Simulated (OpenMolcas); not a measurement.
# Ir⁴⁺ among point charges: CASSCF and CASPT2 levels and susceptibility

How does a field of 6 point charges split the states of Ir⁴⁺, and what χT follows?

The numbers are computed with OpenMolcas 26.06 (state-averaged CASSCF and CASPT2, spin-orbit coupling by RASSI with atomic mean-field integrals), except any that are marked as measured or tabulated.

### 1 What is computed

* Species: Ir⁴⁺ (iridium, Z = 77, 73 electrons)
* Basis: ANO-RCC-VDZP [7s6p4d2f], 59 functions
* Scalar Hamiltonian: DKH2, point nucleus
* Inactive shells: 1s 2s 2p 3s 3p 3d 4s 4p 4d 4f 5s 5p
* Active space: 5 electrons in 5 orbitals (5d)
* Some configurations of this space: 5d⁵
* Orbitals: optimised for each spin and parity, averaged over all roots

The outer shells:

5d5
```
5d [↑ ][↑ ][↑ ][↑ ][↑ ]
```

The ion sits among 6 point charges of -1.5 e arranged as a tetragonal octahedron (D4h), 2.09 Å from the ion, with the axial distance 2.174 Å.

The work runs as a chain of OpenMolcas steps in one folder; each step below is one input file. Labels, J, g values, rates, χT and fits are worked out afterwards by a script from the matrices that RASSI stores. The input lists half of the charges; inversion (Group=XYZ) makes the rest.

### 2 GATEWAY and SEWARD: basis and integrals

File a.inp:

```
&GATEWAY
Coord
1

Ir 0.0 0.0 0.0
Basis=ANO-RCC-VDZP
Group=XYZ
NoMove
AngMom=0.0 0.0 0.0
AMFI
XField
3 Angstrom 0
2.090000 0.000000 0.000000 -1.500000
0.000000 2.090000 0.000000 -1.500000
0.000000 0.000000 2.173600 -1.500000
&SEWARD
```

Launch:

```bash
$ OMP_NUM_THREADS=1 MOLCAS_MEM=1689 MOLCAS_PROJECT=a pymolcas a.inp > a.log
```

### 3 Reference wave functions, sextets of even parity, 1 root

File a.inp:

```
&RASSCF
FileOrb=start.orb
Symmetry=1
Spin=6
nActEl=5 0 0
Inactive=15 19
Ras2=5 0
CIRoot=1 1 1
SDav=1
CIMx=300
Iter=120 100
PrWF=0.3
OrbListing=Nothing
MaxOrb=0
>>> COPY $Project.JobIph JOB001
```

start.orb holds the contracted functions of the basis, ordered by shell, or the orbitals of the step before.

### 4 Reference wave functions, quartets of even parity, 24 roots

File a.inp:

```
&RASSCF
FileOrb=start.orb
Symmetry=1
Spin=4
nActEl=5 0 0
Inactive=15 19
Ras2=5 0
CIRoot=24 24 1
SDav=24
CIMx=300
Iter=120 100
PrWF=0.3
OrbListing=Nothing
MaxOrb=0
>>> COPY $Project.JobIph JOB002
```

### 5 CASSCF: doublets of even parity, 75 roots

File a.inp:

```
&RASSCF
FileOrb=start.orb
Symmetry=1
Spin=2
nActEl=5 0 0
Inactive=15 19
Ras2=5 0
CIRoot=75 75 1
SDav=75
CIMx=300
Iter=120 100
PrWF=0.3
OrbListing=Nothing
MaxOrb=0
>>> COPY $Project.JobIph JOB003
```

### 6 RASSI: spin-orbit coupling between the states

File a.inp:

```
&RASSI
NrOfJobIphs=3 1 24 75
1
1 2 3 4 5 6 7 8 9 10 11 12 13 14 15 16 17 18 19 20 21 22 23 24
1 2 3 4 5 6 7 8 9 10 11 12 13 14 15 16 17 18 19 20 21 22 23 24 25 26 27
28 29 30 31 32 33 34 35 36 37 38 39 40 41 42 43 44 45 46 47 48 49 50 51
52 53 54 55 56 57 58 59 60 61 62 63 64 65 66 67 68 69 70 71 72 73 74 75
IphNames
JOB001
JOB002
JOB003
EJob
SpinOrbit
DIPRint=1.0
SOCoupling=1000.0
Subsets=2
Property=9
'ANGMOM' 1 'ANGMOM' 2 'ANGMOM' 3 'MLTPL  1' 1 'MLTPL  1' 2 'MLTPL  1' 3
'AMFI' 1 'AMFI' 2 'AMFI' 3
SOProperty=3
'ANGMOM' 1 'ANGMOM' 2 'ANGMOM' 3
```

### 7 CASPT2: IPEA 0.25, imaginary shift 0.1 (closed shells correlated: 5s 5p)

File a.inp:

```
>>> COPY JOB001 $Project.JobIph
&CASPT2
Multistate=1 1
Frozen=14 16
IPEA=0.25
Imaginary=0.1
MaxIter=60
WThr=0.0 0.3 0.05
PrWF=0.5
NoMix
>>> COPY JOB002 $Project.JobIph
&CASPT2
Multistate=24 1 2 3 4 5 6 7 8 9 10 11 12 13 14 15 16 17 18 19 20 21 22
23 24
NoMult
Frozen=14 16
IPEA=0.25
Imaginary=0.1
MaxIter=60
WThr=0.0 0.3 0.05
PrWF=0.5
NoMix
>>> COPY JOB003 $Project.JobIph
&CASPT2
Multistate=75 1 2 3 4 5 6 7 8 9 10 11 12 13 14 15 16 17 18 19 20 21 22
23 24 25 26 27 28 29 30 31 32 33 34 35 36 37 38 39 40 41 42 43 44 45 46
47 48 49 50 51 52 53 54 55 56 57 58 59 60 61 62 63 64 65 66 67 68 69 70
71 72 73 74 75
NoMult
Frozen=14 16
IPEA=0.25
Imaginary=0.1
MaxIter=60
WThr=0.0 0.3 0.05
PrWF=0.5
NoMix
```

(Steps that only read results are left out.)

**Question.** What will these runs give? Wanted: spin-free ground state; lowest level; next level.

As calculated:

| quantity | value |
| --- | --- |
| method | SS-CASPT2, IPEA 0.25, imaginary shift 0.1 (closed shells correlated: 5s 5p) |
| spin-free ground state | 6A1, 1-fold in its orbital part |
| lowest level | 2-fold E3/2, g = 2.52, 2.52, 4.30 |
| next level | 80.2 cm⁻¹ |
| χT at 300 K | 3.98 cm³ K/mol |
| effective moment at 300 K | 5.64 μB |

Cost by method:

```
                                              method  time of its own steps  time with the reference
                                           A. CASSCF                   28 s                     28 s
B. SS-CASPT2, IPEA 0.25, imaginary shift 0.1, +5s 5p                  6.6 s                     35 s
```

Times are of one thread on a shared host.

**Reading.** The spin-free ground state (6A1) comes to 100 % from free-ion S terms and keeps the highest spin of the shell. χT at 300 K is 3.98, against 4.39 cm³ K/mol for the spin alone, so spin-orbit coupling lowers it. An active space of the d shell alone favours high spin; real ions in strong fields can be low spin. The field of point charges can differ much from that of real complexes. With metal d orbitals alone active, the gaps between spin states are rough; where two lie within a few thousand cm-1, their order is open. This is an electrostatic model: the charges have no orbitals.
